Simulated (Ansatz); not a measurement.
# Al (Aluminum): the cost of one run

Computed with Ansatz 0.2.0 (DFT LDA, scalar-relativistic, plane waves, PAW, unless a step's input says otherwise).

1 further run of the same task is left out (set aside as unsound or not needed).

### Step 1. The structure to begin with

It takes space group Fm-3m (No. 225, cubic). The conventional cell has a = 3.984 Å, b = 3.984 Å, c = 3.984 Å, α = 90.00°, β = 90.00°, γ = 90.00°. Around Al (site symmetry m-3m) lie 12 Al at 2.82 Å.

As a file:

```
CELL_PARAMETERS angstrom
0.00000 1.99181 1.99181
1.99181 0.00000 1.99181
1.99181 1.99181 0.00000
ATOMIC_POSITIONS crystal
Al 0.00000 0.00000 0.00000
```

It is the result of an earlier relaxation at this level (volume 15.80 Å³/atom; gap on the mesh: none (metal)).

### Step 2. The slab

Miller indices refer to the conventional cell of the relaxed bulk, Fm-3m (No. 225): a = 3.984 Å, b = 3.984 Å, c = 3.984 Å, α = 90.00°, β = 90.00°, γ = 90.00°.

A (111) slab, 6.9 Å thick as cut, with 17 Å of vacuum; its outer planes are Al (top) and Al (bottom).

The slab as cut. Layers, bottom to top:

```tsv
plane	atoms per cell	height over the lowest (Å)
1	Al3	0.00
2	Al3	2.30
3	Al3	4.60
4	Al3	6.90
```

### Step 3. The clean surface, relaxed

input.yaml

```yaml
crystal:
  lattice:
    - [4.8789171103, 0.0, 0.0]
    - [-2.4394585552, 4.2252661605, 0.0]
    - [0.0, 0.0, 23.8998307471]
  atoms:
    - { symbol: Al, position: [0.0, 0.3333333333, 0.3556510542] }
    - { symbol: Al, position: [0.3333333333, 0.0, 0.3556510542] }
    - { symbol: Al, position: [0.6666666667, 0.6666666667, 0.3556510542] }
    - { symbol: Al, position: [0.3333333333, 0.3333333333, 0.4518836847] }
    - { symbol: Al, position: [0.6666666667, 0.0, 0.4518836847] }
    - { symbol: Al, position: [0.0, 0.6666666667, 0.4518836847] }
    - { symbol: Al, position: [0.6666666667, 0.3333333333, 0.5481163153] }
    - { symbol: Al, position: [0.0, 0.0, 0.5481163153] }
    - { symbol: Al, position: [0.3333333333, 0.6666666667, 0.5481163153] }
    - { symbol: Al, position: [0.0, 0.3333333333, 0.6443489458] }
    - { symbol: Al, position: [0.3333333333, 0.0, 0.6443489458] }
    - { symbol: Al, position: [0.6666666667, 0.6666666667, 0.6443489458] }
basis:
  ecutwfc: 420
kpoints:
  mp_grid: { grid: [6, 6, 1] }
hamiltonian:
  xc: lda
scf:
  occupations: { method: gaussian, width: 0.1 }
output:
  forces: true
  eigenvalues: true
  write_density: true
  write_potential: true
  elf: true
  volumetric_format: npy
relax:
  adjacent_minimum: "off"
  f_tol: 0.03
  max_steps: 70
  constraints: [{ sites: [0, 1, 2, 3, 4, 5] }]
efield:
  axis: 3
  dipole_correction: true
```

Launch:

```
$ ansatz run input.yaml --threads 1 --pin off --max-ram 2560MiB --backend cpu --events-out ev --progress --plain --runs-dir out
```

Q: Estimate wall time and peak memory on 1 thread of AMD EPYC 9R45 (Zen 5), shared host.

About 12 s, with a peak of 0.52 GiB.
